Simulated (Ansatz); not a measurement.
# TaN: the cost of one run

Computed with Ansatz 0.2.0 (DFT r²SCAN+U (U_eff = 2 eV on Ta d), plane waves, PAW, no spin–orbit coupling unless a run says so, unless a step's input says otherwise).

### 1 The system as given

The structure is hexagonal, space group P-6m2 (No. 187). Conventional cell: a = 2.938 Å, b = 2.938 Å, c = 2.883 Å, α = 90.00°, β = 90.00°, γ = 120.00°. Ta (site symmetry -6m2) has 6 N at 2.23 Å as nearest neighbours. N (site symmetry -6m2) is surrounded by 6 Ta at 2.23 Å.

Coordinates:

```
Ta N
1.0
     2.93800    0.00000    0.00000
    -1.46900    2.54438    0.00000
     0.00000    0.00000    2.88300
Ta N
1 1
Direct
  0.33333 0.66667 0.50000
  0.00000 0.00000 0.00000
```

Magnetic order typed: ferromagnetic.

### 2 From atoms, symmetry kept, no search

The input, input.yaml:

```yaml
crystal:
  lattice:
    - [2.93800111, 0.0, 0.0]
    - [-1.46900055, 2.5443836, 0.0]
    - [0.0, 0.0, 2.88300221]
  atoms:
    - { symbol: Ta, position: [0.3333333333, 0.6666666667, 0.5], spin: 2.0 }
    - { symbol: "N", position: [0.0, 0.0, 0.0] }
basis:
  ecutwfc: 500
  ecutrho_ratio: 4
kpoints:
  mp_grid: { grid: [7, 7, 7] }
hamiltonian:
  xc: r2scan
  hubbard: { sites: [{ site: 0, l: d, u_eff: 2.0 }] }
scf:
  occupations: { method: gaussian, width: 0.05 }
  lower_state_search: "off"
  max_iter: 150
output:
  forces: true
  stress: true
  eigenvalues: true
  populations: true
  hubbard: { sites: [{ site: 0, l: d }] }
magnetization:
  spin_polarized: true
```

The run is started by

```console
$ ansatz run input.yaml --threads 2 --pin off --max-ram 3072MiB --backend cpu --events-out ev --progress --plain --runs-dir out
```

Q: Estimate wall time and peak memory on 2 threads of Arm Neoverse V1, shared host.

About 9.1 s, with a peak of 0.37 GiB.
